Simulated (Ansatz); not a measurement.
# ZrC+ (sextet): wave-function methods side by side, def2-QZVPP

One table from this session's results is given with a row withheld; the runs are named, their logs left out.

Computed with Ansatz 0.2.0, Gaussian basis. Level: def2-QZVPP, core rule «outside noble gas», up to 5 orbitals frozen.

To be run: UHF; ROHF; CCSD(T) on UHF.

### The geometry

The geometry is a PBE0/def2-TZVP stationary point (not a proven minimum) of the parent state, kept for this charge and spin. No spin-orbit coupling is included. Elements past krypton take def2 core potentials.

2 atoms, charge 1, spin multiplicity 6.

Atoms are counted from 1 here; the program's logs count them from 0.

Bond lengths: Zr1–C2 1.930 Å.

The first run:

Input file in.yaml:

```yaml
crystal:
  periodic: [false, false, false]
  atoms:
    - {symbol: Zr, position_ang: [0.000000, 0.000000, 0.000000]}
    - {symbol: C, position_ang: [0.000000, 0.000000, 1.929800]}
basis:
  gaussian: {orbitals: "def2-QZVPP.json"}
total_charge: 1
magnetization: {spin_polarized: true, initial_magnetization: 5}
hamiltonian: {xc: hf}
output: {orbitals: {seedname: orbitals}}
```

Launch:

```console
$ ansatz run in.yaml --threads 1 --pin off --events-out ev --progress --plain --max-ram 4096MiB --backend cpu
```

Among the steps run: UHF; ROHF; CCSD(T) on UHF.

One table of the session follows, with a row left open; its other results are not shown here.

It belongs to the step «Misses and costs». 

| method | from UCCSD(T) (meV) |
| --- | --- |
| ROHF | ? |
| UHF | +3969.0 |
| UMP2 | +664.2 |
| UCCSD | +189.7 |
| UCCSD(T) | 0 |

Estimate the missing values for ROHF.

**Answer.** from UCCSD(T) (meV): +4096.5. In the column «from UCCSD(T) (meV)» it is the highest.
